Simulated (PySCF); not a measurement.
# C3H9GeNSi: magnetic properties

What do calculations give for the magnetic properties of C3H9GeNSi (`CC#[C][GeH2][SiH2]N`)?

Programs: PySCF 2.14.0, with routines of our own; each step states its level. All values are computed. Atoms count from 0.

### 1 The starting structure

15 atoms, charge 0, multiplicity 1; geometry from: GFN2-xTB.

### 2 Relaxing the molecule at PBE0-D3(BJ)/def2-SVP

Job settings and geometry (Å):

```
{"job": {"xc": "PBE0", "basis": "def2-SVP", "d3": "d3bj", "grid": 1, "kind": "geom"}, "charge": 0, "multiplicity": 1}
C      3.287169     0.662601    -0.282452
C      2.033340    -0.052977    -0.162402
C      0.999105    -0.666108    -0.064186
Ge    -0.678753    -1.548187     0.066497
Si    -2.482138    -0.079137    -0.132582
N     -2.251555     1.090034     1.107298
H      3.135911     1.723266    -0.080407
H      3.683230     0.549022    -1.291527
H      4.013212     0.267515     0.428121
H     -0.606845    -2.617231    -0.999915
H     -0.574177    -2.343066     1.346854
H     -3.770489    -0.707547     0.159382
H     -2.544981     0.460131    -1.502962
H     -2.925713     1.828227     1.227369
H     -1.321731     1.441447     1.274104
```

Run with:

```
$ OMP_NUM_THREADS=1 python excited_run.py task.json out
```

The driver reads the jobs from task.json and runs them one after another.

Log:

```text
step   0  E = -2539.87756298  max force = 0.023988
step   1  E = -2539.88278964  max force = 0.003703
step   2  E = -2539.88314745  max force = 0.002072
step   3  E = -2539.88325506  max force = 0.001342
step   4  E = -2539.88335422  max force = 0.001299
step   5  E = -2539.88341828  max force = 0.001545
step   6  E = -2539.88344869  max force = 0.000847
step   7  E = -2539.88347004  max force = 0.000505
step   8  E = -2539.88348418  max force = 0.000551
step   9  E = -2539.88349499  max force = 0.000727
step  10  E = -2539.88350184  max force = 0.000592
step  11  E = -2539.88350215  max force = 0.000384
optimisation converged
```

Wall time 2.6 min (1 thread of Arm Neoverse N1, shared host); peak memory 0.67 GiB.

Along the way:

| step | energy from step 0 (eV) | largest force component (eV/Å) |
| --- | --- | --- |
| 0 | 0.0000 | 1.2335 |
| 1 | -0.1422 | 0.1904 |
| 2 | -0.1520 | 0.1065 |
| 3 | -0.1549 | 0.0690 |
| 4 | -0.1576 | 0.0668 |
| 5 | -0.1593 | 0.0794 |
| 6 | -0.1602 | 0.0436 |
| 7 | -0.1607 | 0.0260 |
| 8 | -0.1611 | 0.0283 |
| 9 | -0.1614 | 0.0374 |
| 10 | -0.1616 | 0.0304 |
| 11 | -0.1616 | 0.0197 |

Close pairs (by a distance rule), those that changed most:

| bond | before (Å) | after (Å) | change (Å) |
| --- | --- | --- | --- |
| Ge3–Si4 | 2.335 | 2.380 | +0.046 |
| Si4–H11 | 1.463 | 1.496 | +0.033 |
| Si4–H12 | 1.474 | 1.504 | +0.030 |
| Ge3–H10 | 1.511 | 1.540 | +0.029 |
| Ge3–H9 | 1.512 | 1.540 | +0.028 |
| C1–C2 | 1.206 | 1.219 | +0.013 |
| Si4–N5 | 1.720 | 1.732 | +0.013 |
| C0–H7 | 1.090 | 1.101 | +0.011 |

The next job starts from the end point, and lists it.

| at the end point | value |
| --- | --- |
| point group (found at 0.08 Å tolerance) | C1 |
| rotational constants (GHz, main isotopes) | 2.350, 1.069, 0.774 |
| dipole moment (D) | 2.24 |

### 3 Magnetic properties: GIAO wB97X-D/pcSseg-1

Job settings and geometry (Å):

```
{"job": {"kind": "mag", "xc": "wB97X-D", "basis": "pcSseg-1", "isotopologues": 2}, "charge": 0, "multiplicity": 1}
C      3.059582     0.850522    -0.232839
C      1.868338     0.022758    -0.156884
C      0.885041    -0.696513    -0.102699
Ge    -0.720136    -1.716948     0.000223
Si    -2.452180    -0.084248    -0.014868
N     -1.854124     1.158682     1.033051
H      2.838617     1.897673     0.026742
H      3.482257     0.838217    -1.249671
H      3.836350     0.488658     0.458917
H     -0.755476    -2.690270    -1.192431
H     -0.679107    -2.538693     1.301815
H     -3.740457    -0.612636     0.530891
H     -2.720524     0.303048    -1.443591
H     -2.418857     1.975373     1.239074
H     -0.872201     1.404055     0.950000
```

With the program's defaults for keys left out, this is: GIAO wB97X-D/pcSseg-1 magnetisability, rotational g tensor and spin-rotation constants, non-relativistic, gas phase.

Log:

```text
coarse grid: 56736 points
cycle   1  E = -2540.6179594571  dE = -2.629e-01  |g| = 9.225e-01  |ddm| = 3.900e+00
cycle   2  E = -2540.6317138855  dE = -1.375e-02  |g| = 8.354e-01  |ddm| = 1.221e+00
cycle   3  E = -2540.7063108107  dE = -7.460e-02  |g| = 7.337e-02  |ddm| = 6.005e-01
cycle   4  E = -2540.7070100024  dE = -6.992e-04  |g| = 3.715e-02  |ddm| = 8.623e-02
cycle   5  E = -2540.7073127330  dE = -3.027e-04  |g| = 1.055e-02  |ddm| = 3.446e-02
cycle   6  E = -2540.7073383764  dE = -2.564e-05  |g| = 3.584e-03  |ddm| = 1.512e-02
cycle   7  E = -2540.7073417198  dE = -3.343e-06  |g| = 8.695e-04  |ddm| = 5.308e-03
final grid: 117928 points
cycle   8  E = -2540.7068245994  dE = -3.885e-06  |g| = 1.233e-03  |ddm| = 1.044e-02
cycle   9  E = -2540.7068246657  dE = -6.639e-08  |g| = 1.234e-03  |ddm| = 2.103e-03
cycle  10  E = -2540.7068249846  dE = -3.189e-07  |g| = 2.584e-04  |ddm| = 9.620e-04
cycle  11  E = -2540.7068250009  dE = -1.624e-08  |g| = 1.110e-04  |ddm| = 2.633e-04
cycle  12  E = -2540.7068250046  dE = -3.773e-09  |g| = 3.534e-05  |ddm| = 1.552e-04
cycle  13  E = -2540.7068250051  dE = -4.543e-10  |g| = 7.736e-06  |ddm| = 5.864e-05
converged SCF energy = -2540.7068250051

Magnetisability tensor (1e-30 J/T^2)
    -1476.87     -137.29      -20.61
     -137.29    -1456.31      -32.76
      -20.61      -32.76    -1398.87
isotropic -1444.02   principal values   -1610.87  -1393.77  -1327.41
isotropic susceptibility -86.961 1e-6 cm^3/mol

Inertial axes            a          b          c
rot. const./GHz      2.3503     1.0688     0.7740
chi total           -91.446    -85.659    -83.777
chi diamagnetic    -613.377  -1260.941  -1654.556
chi paramagnetic    521.931   1175.282   1570.779
quadrupole/D A        7.068      3.371    -10.439
g nuclear            0.5660     0.5836     0.5687
g electronic        -0.5763    -0.5901    -0.5711
g total             -0.0103    -0.0065    -0.0024

Spin-rotation constants (kHz, H = +C I.J)
atom  isotope        aa         bb         cc
  5    14N        0.040      0.029      0.027
  6     1H       -0.258      0.025     -0.081
  7     1H       -0.190     -0.107     -0.006
  8     1H       -0.146     -0.099     -0.026
  9     1H       -0.212     -0.018     -0.028
 10     1H       -0.211     -0.071      0.011
 11     1H        0.084     -0.086     -0.061
 12     1H       -0.187     -0.085      0.033
 13     1H       -0.248     -0.009     -0.097
 14     1H       -0.002     -0.114     -0.096
  0    13C*       0.277      0.134      0.100
  1    13C*       0.230      0.374      0.326
  2    13C*       0.207      0.306      0.265
  3   73Ge*      -0.555     -0.263     -0.193
  4   29Si*      -1.414     -0.555     -0.452
* in the singly substituted isotopologue

Isotopologues: g along a, b, c
2H    at 6,7,8,9,10,11,    -0.0088    -0.0057    -0.0022
13C   at 0                 -0.0101    -0.0064    -0.0024
```

Wall time 73 s (1 thread of Arm Neoverse N1, shared host); peak memory 0.96 GiB.

Key values:

| quantity | value |
| --- | --- |
| magnetisability | -1444·10⁻³⁰ J/T² |
| molar susceptibility | -87.0·10⁻⁶ cm³/mol |
| rotational g (a, b, c) | -0.0103, -0.0065, -0.0024 |

### 4 What came out

```
                                              quantity                      value
                                           point group                         C1
                  rotational constants (main isotopes)       2.35, 1.07, 0.77 GHz
       magnetisability (step 3, GIAO wB97X-D/pcSseg-1)           -1444·10⁻³⁰ J/T²
  molar susceptibility (step 3, GIAO wB97X-D/pcSseg-1)         -87.0·10⁻⁶ cm³/mol
rotational g (a, b, c) (step 3, GIAO wB97X-D/pcSseg-1)  -0.0103, -0.0065, -0.0024
```

Over 11 steps the energy fell by 0.162 eV; of the close pairs, Ge3–Si4 changed most, 2.335 to 2.380 Å. Steps that list no spin-orbit terms leave them out, which matters at and beside the heavy atoms. Vibrational averaging and real surroundings are missing from these values.
